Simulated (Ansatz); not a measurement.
**CaMg: phonons and Grüneisen parameters**

Aim: phonons by finite displacements on a 2×2×2 mesh of wavevectors, at three volumes, and the mode Grüneisen parameters. Runs: reference run (LAPW); volume scaled by 0.980 (LAPW); volume scaled by 1.020 (LAPW); mode Grüneisen parameters (LAPW). Companion runs by PAW are cited.

Computed with Ansatz 0.2.0 (DFT PBEsol, all-electron LAPW, scalar-relativistic unless said, unless a step's input says otherwise).

1 further run of the same task is left out (set aside as unsound or not needed).

### 1 The starting structure

It takes space group Pm-3m (No. 221, cubic). The conventional cell has a = 3.925 Å, b = 3.925 Å, c = 3.925 Å, α = 90.00°, β = 90.00°, γ = 90.00°. Ca (site symmetry m-3m) is surrounded by 8 Mg at 3.40 Å. Mg (site symmetry m-3m) is surrounded by 8 Ca at 3.40 Å.

Structure file:

```
CELL_PARAMETERS angstrom
3.92540 0.00000 0.00000
0.00000 3.92540 0.00000
0.00000 0.00000 3.92540
ATOMIC_POSITIONS crystal
Ca 0.00000 0.00000 0.00000
Mg 0.50000 0.50000 0.50000
```

Cartesian axes are those of the input's lattice vectors. The structure goes back to a database entry.

### 2 Reference run, LAPW

input.yaml reads:

```yaml
crystal:
  lattice:
    - [3.92539907105, 0.0, 0.0]
    - [0.0, 3.92539907105, 0.0]
    - [0.0, 0.0, 3.92539907105]
  atoms:
    - { symbol: Ca, position: [0.0, 0.0, 0.0] }
    - { symbol: Mg, position: [0.5, 0.5, 0.5] }
kpoints:
  mp_grid: { grid: [10, 10, 10] }
scf:
  occupations: { method: fermi_dirac, width: 0.08 }
hamiltonian:
  xc: pbesol
  pseudopotentials: { kind: all_electron, lapw: { basis_error: 0.001 } }
phonons:
  qmesh: [2, 2, 2]
  qpath:
    path:
      - [0.0, 0.0, 0.0]
      - [0.0, 0.5, 0.0]
      - [0.5, 0.5, 0.0]
      - [0.0, 0.0, 0.0]
      - [0.5, 0.5, 0.5]
      - [0.0, 0.5, 0.0]
      - [0.5, 0.5, 0.5]
      - [0.5, 0.5, 0.0]
    npoints: 6
  temperatures: { t_min: 0, t_max: 1000, t_step: 100 }
```

Run with:

```
$ ansatz run input.yaml --threads 2 --pin off --max-ram 5120MiB --backend cpu --events-out ev --progress --plain --runs-dir out
```

### 3 Volume scaled by 0.980, LAPW

Edit input.yaml of step 2 so:

```diff
@@ -2,5 +2,5 @@
   lattice:
-    - [3.92539907105, 0.0, 0.0]
-    - [0.0, 3.92539907105, 0.0]
-    - [0.0, 0.0, 3.92539907105]
+    - [3.89905331703, 0.0, 0.0]
+    - [0.0, 3.89905331703, 0.0]
+    - [0.0, 0.0, 3.89905331703]
   atoms:
```

### 4 Volume scaled by 1.020, LAPW

Edit input.yaml of step 3 so:

```diff
@@ -2,5 +2,5 @@
   lattice:
-    - [3.89905331703, 0.0, 0.0]
-    - [0.0, 3.89905331703, 0.0]
-    - [0.0, 0.0, 3.89905331703]
+    - [3.951395849, 0.0, 0.0]
+    - [0.0, 3.951395849, 0.0]
+    - [0.0, 0.0, 3.951395849]
   atoms:
```

(Steps that only read results are left out.)

Before running it: what results should come out? Wanted: highest mode on the mesh, without the LO shift; optical modes at Γ.

**Answer**, as computed:

```
                                             quantity           value
highest mode on the mesh, without the LO shift (LAPW)        206 cm⁻¹
                                   optical modes at Γ  206 (T1u) cm⁻¹
             mean Grüneisen parameter at 300 K (LAPW)            1.30
```

**Reading.** No mode on the mesh is unstable; the highest lies at 206 cm⁻¹ by LAPW. Weighted by heat capacity at 300 K the mean Grüneisen parameter of the sampled modes is 1.30, which points to expansion on heating. PAW differs from LAPW by at most 0.1 cm⁻¹. Each set of modes is computed in the harmonic approximation. Cautions: responses of metals move with mesh and smearing.
